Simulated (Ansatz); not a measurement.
# CH4AlF3O: the cost of one run

Program: Ansatz 0.2.0, Gaussian basis. Level of theory: the settings change from run to run. These are calculated values, not measurements.

## Step 1: The relaxed structure

The geometry comes from an earlier relaxation with PBE0-D4 in a triple-zeta def2 set; it is a stationary point, not always the lowest conformer.

SMILES `C[OH+][Al-]([F])([F])[F]`, 10 atoms, charge 0, spin multiplicity 1.

Atoms are counted from 1 here; the program's logs count them from 0.

Bond lengths: C1–O2 1.440 Å, C1–H7 1.089 Å, C1–H8 1.090 Å, C1–H9 1.087 Å, O2–Al3 1.908 Å, O2–H10 0.963 Å, Al3–F4 1.656 Å, Al3–F5 1.654 Å, Al3–F6 1.649 Å. Angles: O2–C1–H7 109.0°, O2–C1–H8 110.2°, O2–C1–H9 106.2°, H7–C1–H8 111.5°, H7–C1–H9 109.8°, H8–C1–H9 110.0°, C1–O2–Al3 120.9°, C1–O2–H10 111.9°, Al3–O2–H10 113.3°, O2–Al3–F4 100.8°, O2–Al3–F5 96.7°, O2–Al3–F6 101.9°, F4–Al3–F5 116.7°, F4–Al3–F6 115.2°, F5–Al3–F6 119.6°.

## Step 2: B2PLYP/aug-pcseg-2

Set apart from the defaults: finite nuclei, high accuracy.

Contents of in.yaml:

```yaml
crystal:
  periodic: [false, false, false]
  atoms:
    - {symbol: C, position_ang: [0.342673, -1.127691, 0.766669]}
    - {symbol: O, position_ang: [0.707516, 0.034431, -0.002014]}
    - {symbol: Al, position_ang: [-0.625343, 1.224942, -0.670139]}
    - {symbol: F, position_ang: [-1.730621, 0.147112, -1.267963]}
    - {symbol: F, position_ang: [0.336761, 1.992519, -1.774751]}
    - {symbol: F, position_ang: [-1.088663, 2.020574, 0.698426]}
    - {symbol: H, position_ang: [1.236981, -1.543688, 1.228072]}
    - {symbol: H, position_ang: [-0.154833, -1.859000, 0.130321]}
    - {symbol: H, position_ang: [-0.340660, -0.778923, 1.537379]}
    - {symbol: H, position_ang: [1.399289, -0.161378, -0.642999]}
basis:
  gaussian: {orbitals: aug-pcseg-2, nuclear_model: gaussian}
hamiltonian: {xc: {name: B2PLYP}}
accuracy: high
output: {forces: true}
```

Started as:

```
> ansatz run in.yaml --threads 4 --pin off --events-out ev --progress --plain --max-ram 10444MiB
```

Q: Estimate wall time and peak memory on 4 threads of Arm Neoverse V2, shared host.

About 2.8 min, with a peak of 5.1 GiB.
